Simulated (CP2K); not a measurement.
MoSe:

```
Mo Se
1.0
     4.09115    0.00000    0.00000
     2.04557    3.54304    0.00000
     2.04557    1.18101    3.34041
Mo Se
1 1
Direct
  0.00000 0.00000 0.00000
  0.50000 0.50000 0.50000
```

The cell was built by a generator and needn't be a form met in nature.

| Quantity | Value |
| --- | --- |
| Program | CP2K 2026.2 |
| Task | relaxation of cell and atoms |
| Functional | PBE |
| Dispersion | D3(BJ) |
| Potentials or basis | POTENTIAL_UZH Mo GTH-PBE-q14, Se GTH-PBE-q6; DZVP-MOLOPT-PBE-GTH basis |
| Density cutoff | 6123 eV |
| k mesh | 6 × 6 × 6 |
| Occupations | fermi-dirac, width 0.05 eV |
| Spin | no spin polarisation |

At the start: pressure -22.5 GPa; volume 24.21 Å³/atom.

Q: Where does the relaxation end?

A: Over 8 steps the energy falls by 552.0 meV/atom and the volume is 17.41 Å³/atom (-28.1 %); space group C2/m (No. 12, to 0.05 Å).

Step by step:
```
step  energy change (eV)  largest force (eV/Å)  volume (Å³)
   1              0.0000                0.0000        48.42
   2             -0.1077                0.0000        47.65
   3             -0.9018                0.0000        39.05
   4             -0.9711                0.0000        31.69
   5             -1.0949                0.0000        35.51
   6             -1.1033                0.0000        34.93
   7             -1.1040                0.0000        34.82
   8             -1.1040                0.0000        34.82
```

Final structure:
```cif
data_structure
_symmetry_space_group_name_H-M 'P 1'
_symmetry_Int_Tables_number 1
_cell_length_a 3.7585
_cell_length_b 3.7630
_cell_length_c 3.7652
_cell_angle_alpha 56.067
_cell_angle_beta 57.106
_cell_angle_gamma 57.085
_cell_volume 34.82
loop_
_atom_site_label
_atom_site_type_symbol
_atom_site_fract_x
_atom_site_fract_y
_atom_site_fract_z
_atom_site_occupancy
Mo1 Mo 0.00000 0.00000 0.00000 1
Se1 Se 0.50000 0.50000 0.50000 1
```

Caveat: the volume moved by over 15 % at a fixed basis, so the end points are rough; the basis of atomic orbitals isn't converged, which shifts pressures, moduli and gaps; the real-space grid breaks the cell's symmetry a little; pairwise dispersion overbinds metals, which lowers pressure and volume.
